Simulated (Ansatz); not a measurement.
**Ba3Tl4Zn2: a short molecular-dynamics run**

What does Ba3Tl4Zn2 do over 20 steps of 1 fs under a Langevin thermostat at 2000 K? The cell is a randomly packed cell of 9 atoms, taken as it stands, without a relaxation.

All numbers below are computed with Ansatz 0.2.0 (DFT PBE, plane waves, PAW, scalar-relativistic, no spin polarisation).

The cell holds 9 atoms (Ba3Tl4Zn2): a = 6.656 Å, b = 7.723 Å, c = 5.987 Å, α = 95.55°, β = 88.00°, γ = 94.97°.

As a file:

```
CELL_PARAMETERS angstrom
6.64253 -0.11107 -0.41043
-0.52985 7.70308 0.18477
0.56389 -0.68379 5.92084
ATOMIC_POSITIONS crystal
Ba 0.50585 0.84646 0.88479
Ba 0.17842 0.40540 0.16045
Ba 0.83599 0.05385 0.42886
Zn 0.04947 0.97667 0.91922
Zn 0.50986 0.43565 0.69293
Tl 0.67303 0.32103 0.07116
Tl 0.59781 0.65095 0.34841
Tl 0.90767 0.58940 0.78478
Tl 0.33582 0.10773 0.51851
```

The structure above is the start of the run; the results belong to its end.

| quantity | value |
| --- | --- |
| length | 20 steps of 1 fs |
| temperature, first and last step | 1778 and 2121 K |
| temperature, second half | mean 1725 K, from 1498 to 2121 K |
| potential energy, second half | +4 meV/atom from the start |
| mean square displacement, second half | Zn 0.014, Tl 0.006, Ba 0.003 Å² |

**Reading.** Against a set 2000 K the second half averages 1725 K, going from 1525 to 2121 K over that half. Over the second half Zn atoms stand 0.1 Å (root mean square) from where they began, and the farthest move is 0.2 Å. 20 fs on 9 atoms is far too short and small for converged averages. The k-mesh is coarse.

**Question.** Which input and command would start the first run of this session?

The input that was used; it is not the only one that fits:

input.yaml reads:

```yaml
crystal:
  lattice:
    - [6.642532, -0.111073, -0.410426]
    - [-0.529848, 7.703082, 0.184775]
    - [0.563887, -0.683786, 5.920836]
  atoms:
    - { symbol: Ba, position: [0.505846, 0.846456, 0.884788] }
    - { symbol: Ba, position: [0.178416, 0.405404, 0.160453] }
    - { symbol: Ba, position: [0.835986, 0.053853, 0.428863] }
    - { symbol: Zn, position: [0.049465, 0.976668, 0.91922] }
    - { symbol: Zn, position: [0.509859, 0.435648, 0.692931] }
    - { symbol: Tl, position: [0.673034, 0.321029, 0.071161] }
    - { symbol: Tl, position: [0.597808, 0.650954, 0.348406] }
    - { symbol: Tl, position: [0.907672, 0.589403, 0.784776] }
    - { symbol: Tl, position: [0.335819, 0.10773, 0.518512] }
kpoints:
  mp_grid: { grid: [2, 2, 3] }
magnetization:
  spin_polarized: false
scf:
  occupations: { method: fermi_dirac, width: 0.1 }
hamiltonian:
  pseudopotentials: { kind: paw }
  xc: pbe
basis:
  ecutwfc: 420
md:
  timestep: 1.0
  n_steps: 20
  ensemble: nvt_langevin
  temperature: 2000.0
  initial_velocities: maxwell_boltzmann
  seed: 854595
```

Command:

```bash
$ ansatz run input.yaml --threads 2 --pin off --max-ram 2560MiB --backend cpu --events-out ev --progress --plain --runs-dir out
```
